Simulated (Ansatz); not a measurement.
# SiB4W: the cost of one run

Method: DFT PBE, scalar-relativistic, plane waves, PAW, in Ansatz 0.2.0.

1 further run of the same task is left out (set aside as unsound or not needed). Runs told in other sessions of the task aren't counted.

**1. Starting point**

It takes space group P4/mmm (No. 123, tetragonal). Conventional cell: a = 2.635 Å, b = 2.635 Å, c = 8.709 Å, α = 90.00°, β = 90.00°, γ = 90.00°. Around Si (site symmetry 4/mmm) lie 2 B at 2.07 Å. B (site symmetry 4mm) has 4 B at 1.98 Å and 1 Si at 2.07 Å and 1 W at 2.29 Å in its first shell of neighbours. B (site symmetry 4mm) is surrounded by 4 B at 1.98 Å and 4 W at 2.47 Å. W (site symmetry 4/mmm) is surrounded by 10 B at 2.29 to 2.47 Å.

Coordinates:

```cif
data_structure
_symmetry_space_group_name_H-M 'P4/mmm'
_symmetry_Int_Tables_number 123
_cell_length_a 2.6349
_cell_length_b 2.6349
_cell_length_c 8.7094
_cell_angle_alpha 90.000
_cell_angle_beta 90.000
_cell_angle_gamma 90.000
_cell_volume 60.47
loop_
_atom_site_label
_atom_site_type_symbol
_atom_site_symmetry_multiplicity
_atom_site_Wyckoff_symbol
_atom_site_fract_x
_atom_site_fract_y
_atom_site_fract_z
_atom_site_occupancy
Si1 Si 1 b 0.00000 0.00000 0.50000 1
B1 B 2 g 0.00000 0.00000 0.73720 1
B2 B 2 h 0.50000 0.50000 0.81369 1
W1 W 1 a 0.00000 0.00000 0.00000 1
```

It is the end of an earlier relaxation with the same method, from a generated guess; it needn't be the stable form of this composition. At a tolerance of 0.05 Å it has space group P4/mmm (No. 123); it has 10.08 Å³/atom, an uncorrected energy of +0.87 eV/atom over the elements.

**2. Electronic structure at the relaxed geometry**

The input, input.yaml:

```yaml
crystal:
  lattice:
    - [2.6349030806, 0.0, 0.0]
    - [0.0, 2.6349030806, 0.0]
    - [0.0, 0.0, 8.7093824691]
  atoms:
    - { symbol: Si, position: [0.0, 0.0, 0.5] }
    - { symbol: B, position: [0.0, 0.0, 0.7372007011] }
    - { symbol: B, position: [0.0, 0.0, 0.2627992989] }
    - { symbol: B, position: [0.5, 0.5, 0.8136864247] }
    - { symbol: B, position: [0.5, 0.5, 0.1863135753] }
    - { symbol: W, position: [0.0, 0.0, 0.0] }
basis:
  ecutwfc: 420
kpoints:
  mp_grid: { grid: [14, 14, 6] }
  band_path:
    path:
      - [[0.0, 0.0, 0.0], [0.0, 0.5, 0.0], [0.5, 0.5, 0.0], [0.0, 0.0, 0.0], [0.0, 0.0, 0.5], [0.0, 0.5, 0.5], [0.5, 0.5, 0.5], [0.0, 0.0, 0.5]]
      - [[0.0, 0.5, 0.0], [0.0, 0.5, 0.5]]
      - [[0.5, 0.5, 0.0], [0.5, 0.5, 0.5]]
    npoints: 14
hamiltonian:
  xc: pbe
scf:
  occupations: { method: gaussian, width: 0.1 }
  n_extra_bands: 15
output:
  forces: true
  stress: true
  eigenvalues: true
  populations: true
  dos: { projected: true, de: 0.02, nscf_kmesh: { grid: [17, 17, 8] } }
  bader: true
  write_density: true
  write_potential: true
  elf: true
  volumetric_format: npy
```

The run is started by

```sh
> ansatz run input.yaml --threads 1 --pin off --max-ram 2560MiB --backend cpu --events-out ev --progress --plain --runs-dir out
```

**Question.** How long does this run take on 1 thread of Intel Xeon at 2.50GHz (Skylake/Cascade Lake), shared host, and how much memory does it need?

About 2.7 min, with a peak of 0.54 GiB.
